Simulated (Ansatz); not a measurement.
# Zn2N: the cost of one run

Program: Ansatz 0.2.0. Level of theory: DFT PBE, scalar-relativistic, plane waves, PAW. These are calculated values, not measurements.

**1. The system as given**

Symmetry: P4/mmm, No. 123, tetragonal system. Conventional cell: a = 2.598 Å, b = 2.598 Å, c = 6.360 Å, α = 90.00°, β = 90.00°, γ = 90.00°. Zn (site symmetry 4/mmm) has 4 N at 1.84 Å as nearest neighbours. Zn (site symmetry 4/mmm) has 4 Zn at 2.60 Å as nearest neighbours. N (site symmetry 4/mmm) is surrounded by 4 Zn at 1.84 Å.

Coordinates:

```cif
data_structure
_symmetry_space_group_name_H-M 'P 1'
_symmetry_Int_Tables_number 1
_cell_length_a 2.5978
_cell_length_b 2.5978
_cell_length_c 6.3595
_cell_angle_alpha 90.000
_cell_angle_beta 90.000
_cell_angle_gamma 90.000
_cell_volume 42.92
loop_
_atom_site_label
_atom_site_type_symbol
_atom_site_fract_x
_atom_site_fract_y
_atom_site_fract_z
_atom_site_occupancy
Zn1 Zn 0.00000 0.00000 0.00000 1
Zn2 Zn 0.50000 0.50000 0.50000 1
N1 N 0.50000 0.50000 0.00000 1
```

The cell is invented: random cell by space group and Wyckoff sites (P4/mmm, No. 123). Lengths come from tabulated atomic sizes and are only a guess.

**2. The guess as it stands, on a coarse mesh**

input.yaml reads:

```yaml
crystal:
  lattice:
    - [2.59779368, 0.0, 0.0]
    - [0.0, 2.59779368, 0.0]
    - [0.0, 0.0, 6.35951246]
  atoms:
    - { symbol: Zn, position: [0.0, 0.0, 0.0] }
    - { symbol: Zn, position: [0.5, 0.5, 0.5] }
    - { symbol: "N", position: [0.5, 0.5, 0.0] }
basis:
  ecutwfc: 420
kpoints:
  mp_grid: { grid: [6, 6, 4] }
hamiltonian:
  xc: pbe
scf:
  occupations: { method: gaussian, width: 0.1 }
  lower_state_search: "off"
output:
  forces: true
  stress: true
  eigenvalues: true
```

Run with:

```sh
> ansatz run input.yaml --threads 1 --pin off --max-ram 2048MiB --backend cpu --events-out ev --progress --plain --runs-dir out
```

**Question.** How long does this run take on 1 thread of Intel Xeon Platinum 8488C (Sapphire Rapids), shared host, and how much memory does it need?

About 1.5 s, with a peak of 0.36 GiB.
